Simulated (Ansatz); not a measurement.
**C2H2AlF: how energies converge with the basis set**

The task here is to estimate one member of a computed series from the others.

Method: one geometry, several basis sets; program: Ansatz 0.2.0, Gaussian basis.

The runs, in order: PBE0-D4/def2-SVP; ωB97M-V/def2-SVP; PBE0-D4/def2-QZVPP; ωB97M-V/def2-QZVPP; the functionals' def2-TZVPP values are taken from earlier runs.

## Structure used throughout

An earlier PBE0-D4 in a triple-zeta def2 set relaxation fixed the geometry.

SMILES `FC#[C][AlH2]`, 6 atoms, charge 0, spin multiplicity 1.

Atoms are counted from 1 here; the program's logs count them from 0.

Bond lengths: F1–C2 1.267 Å, C2–C3 1.210 Å, C3–Al4 1.895 Å, Al4–H5 1.580 Å, Al4–H6 1.580 Å. Angles: F1–C2–C3 180.0°, C2–C3–Al4 179.8°, C3–Al4–H5 118.9°, C3–Al4–H6 118.9°, H5–Al4–H6 122.3°.

Geometry (Å):

```
atom    x (Å)    y (Å)    z (Å)
  F1   2.3762   1.6875   0.9363
  C2   1.3954   0.9867   0.5460
  C3   0.4588   0.3179   0.1733
 Al4  -1.0038  -0.7359  -0.4106
  H5  -1.0820  -1.1554  -1.9318
  H6  -2.1026  -1.1648   0.6405
```

The first run:

File in.yaml:

```yaml
crystal:
  periodic: [false, false, false]
  atoms:
    - {symbol: F, position_ang: [2.376174, 1.687464, 0.936300]}
    - {symbol: C, position_ang: [1.395402, 0.986670, 0.545987]}
    - {symbol: C, position_ang: [0.458807, 0.317876, 0.173344]}
    - {symbol: Al, position_ang: [-1.003756, -0.735932, -0.410571]}
    - {symbol: H, position_ang: [-1.081973, -1.155350, -1.931781]}
    - {symbol: H, position_ang: [-2.102554, -1.164828, 0.640521]}
basis:
  gaussian: {orbitals: def2-SVP}
hamiltonian: {xc: pbe0, dispersion: d4}
output: {orbitals: {seedname: orbitals}}
```

Launch:

```bash
$ ansatz run in.yaml --threads 2 --pin off --events-out ev --progress --plain --max-ram 4352MiB
```

Steps of the session up to this table: PBE0-D4 in def2-SVP; ωB97M-V in def2-SVP; PBE0-D4 in def2-QZVPP; ωB97M-V in def2-QZVPP.

One of the session's tables, all rows but one given; the rest of the session is left out.

```
functional       basis  HOMO (eV)  LUMO (eV)
   PBE0-D4    def2-SVP      -7.91      -1.74
   PBE0-D4  def2-TZVPP      -7.95      -1.77
   PBE0-D4  def2-QZVPP      -7.97      -1.79
   ωB97M-V    def2-SVP     -10.07      -0.01
   ωB97M-V  def2-TZVPP     -10.16      -0.12
   ωB97M-V  def2-QZVPP          ?          ?
```

Estimate the missing values for ωB97M-V, def2-QZVPP.

**Answer.** HOMO (eV): -10.18; LUMO (eV): -0.24. In the column «HOMO (eV)» it is the lowest.
